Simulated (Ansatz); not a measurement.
## AlCo, space group Pm-3m: cell relaxations under several functionals, step by step

Program: the Ansatz DFT code, driven from Python.

Interactive session:
```pycon
>>> import ansatz as az
>>> import numpy as np
>>> def edges_and_angles(cell):
...     cell = np.asarray(cell)
...     a, b, c = np.linalg.norm(cell, axis=1)
...     cosines = cell[1] @ cell[2] / (b * c), cell[0] @ cell[2] / (a * c), cell[0] @ cell[1] / (a * b)
...     return (a, b, c, *np.degrees(np.arccos(cosines)))
...
>>> lattice = az.Lattice.of(
...     (2.819403, 0.0, 0.0),
...     (0.0, 2.819403, 0.0),
...     (0.0, 0.0, 2.819403),
... )
>>> sites = [
...     ("Al", (0.0, 0.0, 0.0)),
...     ("Co", (0.5, 0.5, 0.5)),
... ]
>>> structure = az.Crystal(lattice=lattice)
>>> for symbol, position in sites:
...     structure = structure.atom(symbol, position)
...
>>> structure = structure.moments(Co=2.5)
>>> structure.resolved().tree()["lattice"]
((2.819403, 0.0, 0.0), (0.0, 2.819403, 0.0), (0.0, 0.0, 2.819403))
>>> calc = (
...     structure.calculation()
...     .kpoints(spacing=0.24)
...     .occupations(az.OccupationsMethod.FERMI_DIRAC, width=50 * az.meV)
...     .spin("collinear")
...     .relax(cell=True)
... )
>>> levels = [("r2scan", "none"), ("lda", "none"), ("pbe", "none")]
>>> print("level            a       b       c    alpha   beta  gamma  V/atom  steps")
level            a       b       c    alpha   beta  gamma  V/atom  steps
>>> for name, dispersion in levels:
...     seen = []
...     run = calc.functional(name, dispersion=dispersion).session().plan()
...     done = run.execute(on_event=lambda e: seen.append(e) if e["event"] == "relax_step" else None)
...     cell = done.lattice.cell_ang
...     label = name if dispersion == "none" else f"{name}+{dispersion}"
...     print("{:13s} {:7.4f} {:7.4f} {:7.4f} {:6.2f} {:6.2f} {:6.2f}".format(label, *edges_and_angles(cell)), f"{abs(np.linalg.det(cell)) / len(done.lattice.sites):7.3f} {len(seen):5d}")
...
DeckWarning: basis.ecutwfc = 500 eV, auto-derived from the records' recommended cutoffs: set by Al (their level for a meta-GGA)
RunWarning: the starting moments were not kept: the SCF closed with an absolute magnetisation of 2.6e-1 μB, 2.4e-1 μB with each atom counted by its net moment, where they sum to 2.5 μB in size (1 site). That is at most 0.1 of that sum. The system's moment may [...]
r2scan         2.8245  2.8245  2.8245  90.00  90.00  90.00  11.267     4
DeckWarning: basis.ecutwfc = 420 eV, auto-derived from the records' recommended cutoffs: set by Al (normal level)
lda            2.7936  2.7936  2.7936  90.00  90.00  90.00  10.901     7
pbe            2.8518  2.8518  2.8518  90.00  90.00  90.00  11.596     7
```

From smallest to largest: LDA (10.90 Å³ an atom, -2.7 % against the start), r2SCAN (11.27 Å³ an atom, +0.5 % against the start) and PBE (11.60 Å³ an atom, +3.5 % against the start). The spread is 6.4 % in volume.

Caveats:
- The SCF didn't keep the moments it started from (some shrank, vanished or turned); what is printed is the state reached.
- Forces vanish by symmetry, so the ions can't move, and the end may be a saddle.
- For a metal this k-point mesh is coarse: on a finer one energies can move by several to tens of meV an atom and pressures by half a GPa or more, differences at one mesh by less.
- r2SCAN tends to overestimate the moments of itinerant magnets.
- This cell is a computed structure, which may not be the phase found in nature.
- Warnings are shown shortened and without file and line.
- Finished in 2.1 min on 1 thread of Arm Neoverse N1 (shared host), peak memory 0.46 GiB.
